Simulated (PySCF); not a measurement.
Molecule: F3SiH, in a box.

```
CELL_PARAMETERS angstrom
12.00000 0.00000 0.00000
0.00000 12.00000 0.00000
0.00000 0.00000 12.00000
ATOMIC_POSITIONS crystal
F 0.42659 0.49467 0.59823
Si 0.46952 0.50228 0.47252
F 0.41605 0.60853 0.41637
F 0.42119 0.39299 0.40636
H 0.58576 0.50432 0.46710
```

The cell isn't the ideal one: atoms moved at random, drawn with an rms of 0.05 Å.

Base run:

```yaml
Program: PySCF 2.14.0
Functional: rSCAN
Potentials_or_basis: pob-tzvp-rev2 (all-electron)
k_mesh: 1 × 1 × 1
Occupations: fixed
Spin: no spin polarisation
```

Its results: gap between the frontier levels 11.25 eV.

Question: The run is repeated on the same cell with these changes: functional from rSCAN to SVWN5. What comes out?

Answer: Gap between the frontier levels 10.16 eV.

rSCAN gives the wider gap, since meta-GGAs in the generalised Kohn-Sham scheme recover part of the derivative discontinuity.

Caveats: this is a molecule in a periodic box at the Γ point, so its band gap is the HOMO-LUMO gap; the basis of atomic orbitals isn't converged, which shifts pressures, moduli and gaps.

